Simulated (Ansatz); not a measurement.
# C2H9AlOS: the cost of one run

The runs use Ansatz 0.2.0, Gaussian basis; the settings change from run to run.

## Step 1: The relaxed structure

The geometry comes from an earlier relaxation with PBE0-D4 in a triple-zeta def2 set; it is a stationary point, not always the lowest conformer.

SMILES `[CH3][Al-]([CH3])([OH])[SH2+]`, 14 atoms, charge 0, spin multiplicity 1.

Atoms are counted from 1 here; the program's logs count them from 0.

Bond lengths: C1–Al2 1.963 Å, C1–H6 1.096 Å, C1–H7 1.095 Å, C1–H8 1.095 Å, Al2–C3 1.960 Å, Al2–O4 1.726 Å, Al2–S5 2.625 Å, C3–H9 1.094 Å, C3–H10 1.096 Å, C3–H11 1.095 Å, O4–H12 0.955 Å, S5–H13 1.343 Å, S5–H14 1.344 Å. Angles: Al2–C1–H6 111.0°, Al2–C1–H7 111.9°, Al2–C1–H8 112.8°, H6–C1–H7 106.5°, H6–C1–H8 106.9°, H7–C1–H8 107.4°, C1–Al2–C3 121.9°, C1–Al2–O4 119.3°, C1–Al2–S5 100.2°, C3–Al2–O4 114.5°, C3–Al2–S5 98.6°, O4–Al2–S5 91.5°, Al2–C3–H9 112.2°, Al2–C3–H10 110.6°, Al2–C3–H11 112.7°, H9–C3–H10 106.6°, H9–C3–H11 107.9°, H10–C3–H11 106.6° and more.

As a file:

```mol
C2H9AlOS
  3D, bonds by distance, orders not assigned

 14 13  0  0  0  0  0  0  0  0999 V2000
   -1.9330    0.5103    0.2060 C   0  0
   -0.1514   -0.2999    0.3526 Al  0  0
    1.4123    0.7332    0.9254 C   0  0
   -0.0163   -2.0026    0.6039 O   0  0
    0.4562   -0.5550   -2.1887 S   0  0
   -2.3735    0.6708    1.1964 H   0  0
   -1.8977    1.4905   -0.2812 H   0  0
   -2.6358   -0.1104   -0.3588 H   0  0
    2.3493    0.1930    0.7583 H   0  0
    1.3605    0.9460    1.9990 H   0  0
    1.4873    1.7010    0.4185 H   0  0
   -0.7894   -2.5626    0.6409 H   0  0
    1.5267   -1.2957   -1.8580 H   0  0
    1.1919    0.5524   -2.3854 H   0  0
  1  2  8  0
  2  3  8  0
  2  4  8  0
  2  5  8  0
  1  6  8  0
  1  7  8  0
  1  8  8  0
  3  9  8  0
  3 10  8  0
  3 11  8  0
  4 12  8  0
  5 13  8  0
  5 14  8  0
M  END
```

## Step 2: SPW92/def2-mTZVP

This run has charge -1, multiplicity 2, high accuracy.

Contents of in.yaml:

```yaml
crystal:
  periodic: [false, false, false]
  atoms:
    - {symbol: C, position_ang: [-1.932951, 0.510269, 0.205984]}
    - {symbol: Al, position_ang: [-0.151361, -0.299910, 0.352595]}
    - {symbol: C, position_ang: [1.412273, 0.733174, 0.925429]}
    - {symbol: O, position_ang: [-0.016340, -2.002642, 0.603856]}
    - {symbol: S, position_ang: [0.456217, -0.554983, -2.188657]}
    - {symbol: H, position_ang: [-2.373507, 0.670757, 1.196363]}
    - {symbol: H, position_ang: [-1.897703, 1.490523, -0.281228]}
    - {symbol: H, position_ang: [-2.635764, -0.110362, -0.358764]}
    - {symbol: H, position_ang: [2.349342, 0.192968, 0.758273]}
    - {symbol: H, position_ang: [1.360453, 0.945981, 1.999004]}
    - {symbol: H, position_ang: [1.487284, 1.700963, 0.418531]}
    - {symbol: H, position_ang: [-0.789401, -2.562602, 0.640876]}
    - {symbol: H, position_ang: [1.526660, -1.295698, -1.858032]}
    - {symbol: H, position_ang: [1.191898, 0.552360, -2.385428]}
basis:
  gaussian: {orbitals: def2-mTZVP}
total_charge: -1
magnetization: {spin_polarized: true, initial_magnetization: 1}
hamiltonian: {xc: {name: SPW92}}
accuracy: high
output: {forces: true}
```

On the command line:

```bash
$ ansatz run in.yaml --threads 4 --pin off --events-out ev --progress --plain --max-ram 10444MiB
```

What time and memory should one allow on 4 threads of Arm Neoverse V2, shared host?

About 6 s, with a peak of 0.65 GiB.
